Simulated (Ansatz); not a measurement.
**As: one contact scaled**

The task here is to estimate one member of a computed series from the others.

Program: Ansatz 0.2.0. Level of theory: DFT, LDA, PAW with Ansatz's default frozen-core files, scalar-relativistic. These are calculated values, not measurements.

1 further run of the same task is left out (it didn't finish). Runs told in other sessions of the task aren't counted.

### The structure to begin with

The structure is hexagonal, space group P6_3/mmc (No. 194). The conventional cell has a = 3.003 Å, b = 3.003 Å, c = 4.865 Å, α = 90.00°, β = 90.00°, γ = 120.00°. As (site symmetry -6m2) has 12 As at 2.99 to 3.00 Å in its first shell of neighbours.

As a file:

```cif
data_structure
_symmetry_space_group_name_H-M 'P6_3/mmc'
_symmetry_Int_Tables_number 194
_cell_length_a 3.0032
_cell_length_b 3.0032
_cell_length_c 4.8651
_cell_angle_alpha 90.000
_cell_angle_beta 90.000
_cell_angle_gamma 120.000
_cell_volume 38.00
loop_
_atom_site_label
_atom_site_type_symbol
_atom_site_symmetry_multiplicity
_atom_site_Wyckoff_symbol
_atom_site_fract_x
_atom_site_fract_y
_atom_site_fract_z
_atom_site_occupancy
As1 As 2 c 0.33333 0.66667 0.25000 1
```

The file gives the conventional cell by its symmetry; the runs use the cell typed in the input.

Atoms are numbered in the order of the input: As1, As2.

The first run:

File input.yaml:

```yaml
crystal:
  lattice:
    - [3.00316585, 0.0, 0.0]
    - [-1.501582925, 2.6008179178, 0.0]
    - [0.0, 0.0, 4.8651286769]
  atoms:
    - { symbol: As, position: [0.3333333333, 0.6666666667, 0.25] }
    - { symbol: As, position: [0.6666666667, 0.3333333333, 0.75] }
kpoints:
  mp_grid: { grid: [11, 11, 6] }
scf:
  occupations: { method: fermi_dirac, width: 0.05 }
hamiltonian:
  xc: lda
  pseudopotentials: { kind: paw }
output:
  forces: true
  stress: true
  eigenvalues: true
  populations: true
```

Command:

```console
ansatz run input.yaml --threads 1 --pin off --max-ram 2048MiB --backend cpu --events-out ev --progress --plain --runs-dir out
```

Among the steps run: Shortest bond scaled by 1, PAW; Shortest bond scaled by 1.1, PAW; Shortest bond scaled by 0.7, PAW; Shortest bond scaled by 0.64, PAW; Shortest bond scaled by 0.58, PAW.

One table of the session follows, with a row left open; its other results are not shown here.

| method | length (Å) | F from the given length (eV/cell) | force along the bond (eV/Å) | pressure (GPa) | largest force (eV/Å) |
| --- | --- | --- | --- | --- | --- |
| PAW | 1.733 | 5.695 | 25.417 | 76.24 | 25.424 |
| PAW | 1.912 | ? | ? | ? | ? |
| PAW | 2.091 | 0.866 | 5.414 | 22.03 | 5.416 |
| PAW | 2.987 | 0.000 | 0.000 | -4.41 | 0.000 |
| PAW | 3.286 | 0.007 | -0.018 | -2.55 | 0.089 |

**Question.** Estimate the row for PAW, 1.912.

The run gave: F from the given length (eV/cell): 2.407; force along the bond (eV/Å): 12.538; pressure (GPa): 42.65; largest force (eV/Å): 12.541. In the column «F from the given length (eV/cell)» it lies between PAW, 2.091 (0.866) and PAW, 1.733 (5.695).
